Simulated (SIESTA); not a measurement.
ErH under changes of volume

One of the cells (14.742 Å³/atom); the others are scaled copies at fixed shape and fractional positions:

```xyz
2
Lattice="0.0000 2.4520 2.4520 2.4520 0.0000 2.4520 2.4520 2.4520 0.0000" Properties=species:S:1:pos:R:3 pbc="T T T"
Er    0.0000    0.0000    0.0000
H     2.4520    2.4520    2.4520
```

The cell comes from a database or a generator and needn't be the stable form of this composition.

```yaml
Program: SIESTA 5.4.2
Functional: PBE
Potentials_or_basis: PseudoDojo 0.4 standard with PseudoDojo 3+ lanthanides (4f in the core) (PBE files)
Basis: DZP (energy shift 0.002 Ry)
Grid_cutoff: 800 Ry
Energy_shift: 0.002 Ry
k_mesh: 9 × 9 × 9
Occupations: fermi-dirac, width 0.05 eV
Spin: collinear spin, ferromagnetic start
Starting_moments: "[3.0, 0.0] μB"
```

| volume (Å³/atom) | energy over the lowest point (meV/atom) | pressure (GPa) |
| --- | --- | --- |
| 13.586 | 12.27 | 4.9 |
| 13.875 | 5.12 | 3.2 |
| 14.164 | 0.86 | 1.7 |
| 14.742 | 0.00 | -1.1 |
| 15.031 | ? | ? |
| 15.320 | 8.30 | -3.5 |

What does the run at 15.031 Å³/atom give?

Energy over the lowest point 3.07 meV/atom; pressure -2.3 GPa.

Worked out: A Birch-Murnaghan fit of order 3 (a polynomial in V^(-2/3)) to the other rows has its minimum at 14.50 Å³/atom with B0 = V·E''(V) = 67 GPa (rough, since the energies scatter). It gives 3.09 meV/atom at 15.031 Å³/atom, against the run's 3.07, and -dE/dV = -2.3 GPa, against -2.3.

Energies are extrapolated to zero smearing.

Caveats: the magnetic or orbital state may not be the lowest; semicore shells carry a single zeta, which can move pressures by several GPa and volumes by a few percent; the basis of atomic orbitals isn't converged, which shifts pressures, moduli and gaps.
